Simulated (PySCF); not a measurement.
# C7H11Br: vibronic structure

Computed with PySCF 2.14.0 and routines of our own; the level stands in each step. Atoms count from 0.

### 1 The system as given

19 atoms, charge 0, multiplicity 1; geometry from: GFN2-xTB.

### 2 Vibronic structure: TDA B3LYP/def2-SV(P)

The job: settings as JSON, then the geometry in Å.

```
{"job": {"kind": "vib", "xc": "B3LYP", "basis": "def2-SV(P)", "tda": true}, "charge": 0, "multiplicity": 1}
C     -0.759227    -1.605613     0.365361
C     -0.341106    -0.144147     0.178903
C     -0.841632     0.366314    -1.171705
C     -0.931310     0.712378     1.303521
C      1.179880    -0.060186     0.256871
C      2.059424    -0.176277    -0.974016
C      1.946260     1.008895    -0.449732
Br     2.373776     2.809830    -0.467444
H     -0.409543    -1.982960     1.323708
H     -1.842289    -1.698212     0.335407
H     -0.337471    -2.224781    -0.423154
H     -0.418208    -0.219182    -1.985271
H     -0.562458     1.407512    -1.317611
H     -1.925168     0.293147    -1.221726
H     -0.580778     0.366418     2.273518
H     -2.017298     0.659708     1.291032
H     -0.636726     1.752469     1.184692
H      1.572864    -0.431393     1.202575
H      2.461208    -0.824672    -1.712393
```

Level: TDA B3LYP/def2-SV(P) vertical-gradient vibronic structure (displaced harmonic oscillators, Condon), gas phase.

On the command line:

```sh
OMP_NUM_THREADS=1 python excited_run.py task.json out
```

One launch serves the whole session: the jobs run in the order shown.

**Question.** How long does this first job take on 1 thread of Intel Xeon at 2.50GHz, shared host, and how much memory does it need?

About 95 s, with a peak of 0.95 GiB.
